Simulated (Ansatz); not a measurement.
Consider a comparison of functionals at one structure of IrRh3, space group Pm-3m (Ansatz 0.2.0, Python API).

Contents of `irrh3.vasp`:
```text
IrRh3
1.0
   3.81706029    0.00000000    0.00000000
   0.00000000    3.81706029    0.00000000
   0.00000000    0.00000000    3.81706029
Ir Rh
1 3
Direct
   0.00000000    0.00000000    0.00000000
   0.00000000    0.50000000    0.50000000
   0.50000000    0.00000000    0.50000000
   0.50000000    0.50000000    0.00000000
```

The script, `run_xc.py`:
```python
"""One structure of IrRh3 under several functionals."""

from dataclasses import dataclass
import csv

import ansatz as az
from ase.io import read


@dataclass
class RunConfig:
    smearing_width: float = 0.1
    kmesh: tuple[int, ...] = (6, 6, 6)
    cutoff_ev: int = 500
    tolerance: float = 1e-10


cfg = RunConfig()

atoms = read("irrh3.vasp", format="vasp")
irrh3 = az.Crystal.from_ase(atoms)

job = (
    irrh3.calculation()
    .occupations(az.OccupationsMethod.COLD, width=cfg.smearing_width)
    .kpoints(mesh=cfg.kmesh)
    .basis(cfg.cutoff_ev)
    .scf(tolerance=cfg.tolerance)
    .forces()
    .stress()
)

rows = []
for value in ["r2scan", "blyp", "pbesol"]:
    r = job.functional(value).run().report
    rows.append((value, r["free_energy_ev"] / len(r["lattice"]["sites"]), r["n_iterations"], sum(r["stress_gpa"][i][i] for i in range(3)) / 3, max(abs(f) for row in r["forces_ev_ang"] for f in row), r["n_kpoints"]))

with open("xc.csv", "w", newline="") as handle:
    writer = csv.writer(handle)
    writer.writerow(["functional", "F/atom (eV)", "iterations", "P (GPa)", "max component (eV/A)", "k-points"])
    writer.writerows([round(v, 5) if isinstance(v, float) else v for v in row] for row in rows)
print(open("xc.csv").read())
```

Which functional puts this cell under the lowest pressure, and which under the highest?

From lowest to highest: PBEsol (-6.3 GPa), r2SCAN (-1.9 GPa) and BLYP (19.4 GPa). At a fixed cell a lower pressure usually means a smaller equilibrium volume, so PBEsol prefers the smallest cell and BLYP the largest.

What the script printed:

Running `python run_xc.py` prints:
```text
functional,F/atom (eV),iterations,P (GPa),max component (eV/A),k-points
r2scan,-7798.6548,10,-1.88132,0.0,20
blyp,-7802.97934,9,19.36953,0.0,20
pbesol,-7703.83716,8,-6.31853,0.0,20
```

Notes:
- BLYP can be off by several per cent in the lattices of metals, and by several GPa in the pressure at a fixed cell.
- For a metal this k-point mesh is coarse: on a finer one energies can move by several to tens of meV an atom and pressures by half a GPa or more, differences at one mesh by less.
- Forces vanish by symmetry here and test nothing.
- Pressure is positive in compression.
- Spin-orbit coupling, which matters for elements this heavy, is left out.
- This cell is a computed structure, which may not be the phase found in nature.
- Total energies of different functionals can't be compared; pressures, moments and gaps at this one structure can.
- Timing: 15 s on 1 thread of Arm Neoverse V1, on a shared host, peak memory 0.58 GiB.
